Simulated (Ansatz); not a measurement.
# GeH3O (SMILES [O][GeH3]) at 6 levels

Wanted: a comparison of 6 runs (UHF/STO-3G, UBHLYP/STO-3G, UBLYP/STO-3G, UHSE06/STO-3G, UCCSDT(Q)/STO-3G, UCCSD(T)/STO-3G) of GeH3O. 

The results are computed with Ansatz 0.2.0.

80 further runs of the same task are left out: 25 that didn't finish, 55 set aside as unsound or not needed.

### 1 The system as given

GeH3O has 5 atoms, charge 0, and is taken as a doublet. SMILES: `[O][GeH3]`. The Ge2–O1 distance was set to 3.589 Å, away from the relaxed value. At this shape a bond of the SMILES string is far longer than usual.

Bond lengths: Ge2–H3 1.536 Å, Ge2–H4 1.536 Å, Ge2–H5 1.537 Å. Angles: H3–Ge2–H4 111.5°, H3–Ge2–H5 111.6°, H4–Ge2–H5 111.6°.

### 2 A single-point energy at UHF/STO-3G (run 1)

run.yaml

```yaml
crystal:
  periodic: [false, false, false]
  atoms:
    - {symbol: O, position_ang: [-2.960076, 0.893492, 1.611487]}
    - {symbol: Ge, position_ang: [0.072300, -0.056300, -0.056900]}
    - {symbol: H, position_ang: [-0.162200, -0.091200, -1.574700]}
    - {symbol: H, position_ang: [0.548000, -1.418100, 0.471500]}
    - {symbol: H, position_ang: [1.035700, 1.073400, 0.341400]}
basis:
  gaussian: {orbitals: STO-3G}
magnetization: {spin_polarized: true, initial_magnetization: 1}
hamiltonian: {xc: hf}
accuracy: high
```

On the command line:

```console
$ ansatz run run.yaml --threads 1 --pin off --max-ram 2610MiB --events-out events.jsonl --progress --plain --runs-dir runs
```

Output:

```text
Warning: RAYON_NUM_THREADS=1 ignored (pool sized by the plan → 1); use --threads N
Functional definition: HF
  name "HF"
  exchange = exact_x
  correlation = 0
346 factors; integrals over basis functions are off by at most 2.6e-8 eV
mean field evaluation 1: about -57873.2714 eV, gradient 6.4e0 eV
mean field evaluation 2: about -57873.2721 eV, gradient 6.3e0 eV
mean field evaluation 4: about -57878.0839 eV, gradient 1.2e1 eV
mean field evaluation 8: about -57885.1820 eV, gradient 2.1e0 eV
mean field evaluation 16: about -57885.2584 eV, gradient 2.8e-3 eV
mean field evaluation 32: about -57885.2514 eV, gradient 2.9e-1 eV
mean field evaluation 64: about -57883.9698 eV, gradient 5.3e-4 eV
mean field evaluation 96: about -57885.2582 eV, gradient 5.7e-3 eV
mean field evaluation 128: about -57885.2520 eV, gradient 1.2e-1 eV
mean field evaluation 160: about -57885.2582 eV, gradient 2.2e-3 eV
mean field evaluation 192: about -57883.9621 eV, gradient 5.1e-1 eV
mean field evaluation 224: about -57885.1556 eV, gradient 2.8e0 eV
mean field -57885.25837451 eV, -2127.2440092258 hartree, gradient 9.2e-8 eV, S^2 1.750608; 8 other end points of the search recorded, 0 dependent functions left out
reference -57885.25837451 eV, -2127.2440092258 hartree; 22, 21 occupied and 4, 5 virtual orbitals, 346 factors
Total energy: -57885.25837451 eV, -2127.2440092258 hartree
```

It took 1.2 s on 1 thread of Arm Neoverse V1, shared host.

### 3 A single-point energy at UBHLYP/STO-3G (run 2)

in.yaml

```yaml
crystal:
  periodic: [false, false, false]
  atoms:
    - {symbol: O, position_ang: [-2.960076, 0.893492, 1.611487]}
    - {symbol: Ge, position_ang: [0.072300, -0.056300, -0.056900]}
    - {symbol: H, position_ang: [-0.162200, -0.091200, -1.574700]}
    - {symbol: H, position_ang: [0.548000, -1.418100, 0.471500]}
    - {symbol: H, position_ang: [1.035700, 1.073400, 0.341400]}
basis:
  gaussian:
    orbitals: STO-3G
magnetization:
  spin_polarized: true
  initial_magnetization: 1
hamiltonian:
  xc: {name: BHLYP}
accuracy: high
```

On the command line:

```console
$ ansatz run in.yaml --threads 1 --pin off --max-ram 2610MiB --events-out events.jsonl --progress --plain --runs-dir runs
```

Output:

```text
Warning: RAYON_NUM_THREADS=1 ignored (pool sized by the plan → 1); use --threads N
Functional definition: BHLYP
  name "BHLYP"
  parameter a = 0.5
  exchange = (1 - a)*b88_x + a*exact_x
  correlation = lyp_c
346 factors; integrals over basis functions are off by at most 2.6e-8 eV
mean field evaluation 1: about -57918.2956 eV, gradient 9.9e0 eV
mean field evaluation 2: about -57711.4418 eV, gradient 3.0e1 eV
mean field evaluation 4: about -57922.5470 eV, gradient 1.2e1 eV
mean field evaluation 8: about -57922.5316 eV, gradient 1.2e1 eV
mean field evaluation 16: about -57929.7862 eV, gradient 5.1e-5 eV
mean field evaluation 32: about -57929.7863 eV, gradient 1.8e-7 eV
mean field evaluation 64: about -57928.8524 eV, gradient 1.4e-2 eV
mean field evaluation 96: about -57929.7850 eV, gradient 1.2e-2 eV
mean field -57929.78625921 eV, -2128.8803788065 hartree, gradient 1.7e-8 eV, S^2 1.742185; 6 other end points of the search recorded, 0 dependent functions left out
reference -57929.78627818 eV, -2128.8803795036 hartree; 22, 21 occupied and 4, 5 virtual orbitals, 346 factors
Total energy: -57929.78627818 eV, -2128.8803795036 hartree
```

Wall time 28 s (1 thread of Arm Neoverse V1, shared host); peak memory 0.15 GiB.

Run 3 isn't shown in full; the table further down has it.

### 4 A single-point energy at UHSE06/STO-3G (run 4)

job.yaml

```yaml
crystal:
  periodic: [false, false, false]
  atoms:
    - {symbol: O, position_ang: [-2.960076, 0.893492, 1.611487]}
    - {symbol: Ge, position_ang: [0.072300, -0.056300, -0.056900]}
    - {symbol: H, position_ang: [-0.162200, -0.091200, -1.574700]}
    - {symbol: H, position_ang: [0.548000, -1.418100, 0.471500]}
    - {symbol: H, position_ang: [1.035700, 1.073400, 0.341400]}
basis:
  gaussian:
    orbitals: STO-3G
magnetization:
  spin_polarized: true
  initial_magnetization: 1
hamiltonian:
  xc: {name: HSE06}
accuracy: high
```

On the command line:

```console
$ ansatz run job.yaml --threads 1 --pin off --max-ram 2610MiB --events-out events.jsonl --progress --plain --runs-dir runs
```

Output, shortened:

```text
Warning: RAYON_NUM_THREADS=1 ignored (pool sized by the plan → 1); use --threads N
Functional definition: HSE06
  name "HSE06"
[...]
346 factors; integrals over basis functions are off by at most 2.6e-8 eV
62 factors; integrals over basis functions are off by at most 4.2e-10 eV
[...]
mean field -57920.24997929 eV, -2128.5299269833 hartree, gradient 2.4e-8 eV, S^2 1.735775; 6 other end points of the search recorded, 0 dependent functions left out
reference -57920.24998107 eV, -2128.5299270486 hartree; 22, 21 occupied and 4, 5 virtual orbitals, 346 factors
Total energy: -57920.24998107 eV, -2128.5299270486 hartree
```

It took 52 s on 1 thread of Arm Neoverse V1, shared host; peak memory 0.15 GiB.

Run 5 isn't shown in full; the table further down has it.

### 5 The energy at UCCSD(T)/STO-3G (run 6)

run.yaml: that of step 2 with these lines changed.

```diff
@@ -10,4 +10,6 @@
   gaussian: {orbitals: STO-3G}
+total_charge: 0
 magnetization: {spin_polarized: true, initial_magnetization: 1}
-hamiltonian: {xc: hf}
+correlation: {method: ccsd_t, frozen_orbitals: {Ge: 9, H: 0, O: 1}}
 accuracy: high
+scf: {omitted_lower_state_checks: [cluster_reference, increment]}
```

On the command line:

```console
$ ansatz run run.yaml --threads 1 --pin off --max-ram 2610MiB --events-out events.jsonl --progress --plain --runs-dir runs
```

Output:

```text
Warning: RAYON_NUM_THREADS=1 ignored (pool sized by the plan → 1); use --threads N
[... 20 lines left out ...]
10 core orbitals not correlated: weight in the atoms' cores, before any rotation towards them, 1.000 or more for the frozen orbitals, at most 0.000 for the correlated occupied ones
[... 86 lines left out ...]
Total energy: -57886.69489257 eV, -2127.2968002909 hartree
Checks for a lower state left out: cluster_reference, increment
```

Wall time 3.3 s (1 thread of Arm Neoverse V1, shared host).

### 6 Overview of the runs

```tsv
run	level	frozen core orbitals	energy (Eh)	⟨S²⟩	wall time
1	UHF/STO-3G	–	-2127.244009	1.751	1.2 s
2	UBHLYP/STO-3G	–	-2128.880380	1.742	28 s
3	UBLYP/STO-3G	–	-2128.681058	1.700	45 s
4	UHSE06/STO-3G	–	-2128.529927	1.736	52 s
5	UCCSDT(Q)/STO-3G	10	-2127.297286	1.751	13 s
6	UCCSD(T)/STO-3G	10	-2127.296800	1.751	3.3 s
```

### 7 Summary of results

```
                                           quantity           value
                                run 6: total energy  -2127.29680 Eh
run 6: correlation energy (10 core orbitals frozen)       -52.8 mEh
                              run 6: (T) correction       -0.42 mEh
           run 6: ⟨S²⟩ of the reference determinant           1.751
                               run 6: T1 diagnostic           0.003
```

What this shows: Below the UHF energy at the same shape and in the same basis (STO-3G): UCCSDT(Q) -53.3 mEh; UCCSD(T) -52.8 mEh. Totals of different functionals can't be ranked against each other. In runs 1, 2, 3, 4, 5, 6 the basis is minimal, so the values are rough. Spin contamination of the reference: run 1 ⟨S²⟩ = 1.75, run 5 ⟨S²⟩ = 1.75, run 6 ⟨S²⟩ = 1.75, run 2 ⟨S²⟩ = 1.74, run 4 ⟨S²⟩ = 1.74, run 3 ⟨S²⟩ = 1.70. Where it is this large, the reference is a mixture of spin states, and values that rest on it are in doubt. All runs together took 2.4 min, the longest 52 s.
